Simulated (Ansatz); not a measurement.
# CH5FNOSi radical: a ladder of functionals and wavefunction methods

One table from this session's results is given with a row withheld; the runs are named, their logs left out.

Computed with Ansatz 0.2.0, Gaussian basis. Level: functionals in def2-TZVPP, the program's frozen cores in correlated methods.

Plan: PBE-D4, r2SCAN-D4, PBE0-D4, B3LYP-D4, ωB97X-V, ωB97M-V, B2PLYP; CCSD(T)/def2-TZVPP; MP2/def2-QZVPP; extrapolation to the limit.

### The geometry

The geometry comes from an earlier relaxation with PBE0-D4 in a triple-zeta def2 set; it is a stationary point, not always the lowest conformer.

10 atoms, charge 0, spin multiplicity 2.

Atoms are counted from 1 here; the program's logs count them from 0.

Bond lengths: C1–O2 1.418 Å, C1–H6 1.091 Å, C1–H7 1.094 Å, C1–H8 1.093 Å, O2–Si3 1.627 Å, Si3–N4 1.716 Å, Si3–F5 1.606 Å, N4–H9 1.009 Å, N4–H10 1.009 Å. Angles: O2–C1–H6 108.1°, O2–C1–H7 111.4°, O2–C1–H8 110.4°, H6–C1–H7 109.1°, H6–C1–H8 108.9°, H7–C1–H8 109.0°, C1–O2–Si3 125.2°, O2–Si3–N4 110.2°, O2–Si3–F5 111.4°, N4–Si3–F5 103.8°, Si3–N4–H9 118.8°, Si3–N4–H10 118.4°, H9–N4–H10 110.8°.

The first run:

File in.yaml:

```yaml
crystal:
  periodic: [false, false, false]
  atoms:
    - {symbol: C, position_ang: [-0.907457, -1.308974, -0.194261]}
    - {symbol: O, position_ang: [0.458971, -1.120190, 0.135083]}
    - {symbol: Si, position_ang: [1.108018, 0.267275, 0.682581]}
    - {symbol: N, position_ang: [0.771055, 1.548793, -0.408084]}
    - {symbol: F, position_ang: [0.416179, 0.737968, 2.053156]}
    - {symbol: H, position_ang: [-0.981054, -2.179523, -0.847495]}
    - {symbol: H, position_ang: [-1.316405, -0.436709, -0.712595]}
    - {symbol: H, position_ang: [-1.495484, -1.493547, 0.708633]}
    - {symbol: H, position_ang: [1.122468, 1.488324, -1.351674]}
    - {symbol: H, position_ang: [0.823709, 2.496593, -0.065343]}
basis:
  gaussian: {orbitals: def2-TZVPP}
magnetization: {spin_polarized: true, initial_magnetization: 1}
hamiltonian: {xc: pbe, dispersion: d4}
output: {forces: true, orbitals: {seedname: orbitals}}
```

Launch:

```console
> ansatz run in.yaml --threads 2 --pin off --events-out ev --progress --plain --max-ram 22528MiB --backend cpu
```

Among the steps run: PBE-D4 (GGA); r2SCAN-D4 (meta-GGA); PBE0-D4 (hybrid); B3LYP-D4 (hybrid); ωB97X-V (range-separated); ωB97M-V (range-separated); B2PLYP (double hybrid); CCSD(T) in def2-TZVPP; MP2 in def2-QZVPP.

One of the session's tables, all rows but one given; the rest of the session is left out.

It belongs to the step «Atomisation energies». 

| method | atomisation energy (kJ/mol) |
| --- | --- |
| PBE-D4 | 3872.0 |
| r2SCAN-D4 | 3803.9 |
| PBE0-D4 | 3779.6 |
| B3LYP-D4 | 3797.2 |
| ωB97X-V | ? |
| ωB97M-V | 3800.7 |
| B2PLYP | 3758.4 |
| HF/def2-TZVPP | 2694.0 |
| MP2/def2-TZVPP | 3771.9 |
| CCSD/def2-TZVPP | 3623.0 |
| CCSD(T)/def2-TZVPP | 3680.3 |
| MP2/CBS | 3892.2 |
| CCSD(T)/CBS | 3800.5 |

**Question.** Estimate the row for ωB97X-V.

**Answer.** atomisation energy (kJ/mol): 3803.8. In the column «atomisation energy (kJ/mol)» it lies between ωB97M-V (3800.7) and r2SCAN-D4 (3803.9).
